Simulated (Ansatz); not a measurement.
# HfGe3: the cost of one run

Method: DFT PBE, scalar-relativistic, plane waves, PAW, in Ansatz 0.2.0.

### 1 The starting structure

It takes space group Pm-3m (No. 221, cubic). Conventional cell: a = 4.189 Å, b = 4.189 Å, c = 4.189 Å, α = 90.00°, β = 90.00°, γ = 90.00°. Hf (site symmetry m-3m) is surrounded by 12 Ge at 2.96 Å. Ge (site symmetry 4/mmm) is surrounded by 4 Hf at 2.96 Å and 8 Ge at 2.96 Å.

Structure file:

```cif
data_structure
_symmetry_space_group_name_H-M 'Pm-3m'
_symmetry_Int_Tables_number 221
_cell_length_a 4.1894
_cell_length_b 4.1894
_cell_length_c 4.1894
_cell_angle_alpha 90.000
_cell_angle_beta 90.000
_cell_angle_gamma 90.000
_cell_volume 73.53
loop_
_atom_site_label
_atom_site_type_symbol
_atom_site_symmetry_multiplicity
_atom_site_Wyckoff_symbol
_atom_site_fract_x
_atom_site_fract_y
_atom_site_fract_z
_atom_site_occupancy
Hf1 Hf 1 a 0.00000 0.00000 0.00000 1
Ge1 Ge 3 c 0.00000 0.50000 0.50000 1
```

An earlier run at PBE left this cell at 18.382 Å³/atom and 0.00 GPa (8×8×8 mesh).

The changes: atom 2 (Ge) moved 0.12 Å along y; atom 4 (Ge) moved 0.2 Å along x; strain e1 = -0.02, atoms carried along; strain e1 = +0.03, atoms carried along; all atoms moved at random (σ = 0.15 Å), cell strained at random (1 %); all atoms moved at random (σ = 0.15 Å), cell strained at random (1 %).

### 2 Atom 2 (Ge) moved 0.12 Å along y

The input, input.yaml:

```yaml
crystal:
  lattice:
    - [4.1893899931, 0.0, 0.0]
    - [0.0, 4.1893899931, 0.0]
    - [0.0, 0.0, 4.1893899931]
  atoms:
    - { symbol: Hf, position: [0.0, 0.0, 0.0] }
    - { symbol: Ge, position: [0.0, 0.5286437883, 0.5] }
    - { symbol: Ge, position: [0.5, 0.5, 0.0] }
    - { symbol: Ge, position: [0.5, 0.0, 0.5] }
basis:
  ecutwfc: 420
  ecutrho_ratio: 4
kpoints:
  mp_grid: { grid: [8, 8, 8] }
hamiltonian:
  xc: pbe
scf:
  occupations: { method: gaussian, width: 0.05 }
output:
  forces: true
  stress: true
  eigenvalues: true
  write_density: true
  write_potential: true
  elf: true
  volumetric_format: npy
```

Launch:

```sh
$ ansatz run input.yaml --threads 2 --pin off --max-ram 2662MiB --backend cpu --events-out ev --progress --plain --runs-dir out
```

**Question.** How long does this run take on 2 threads of Arm Neoverse V2, shared host, and how much memory does it need?

About 24 s, with a peak of 0.52 GiB.
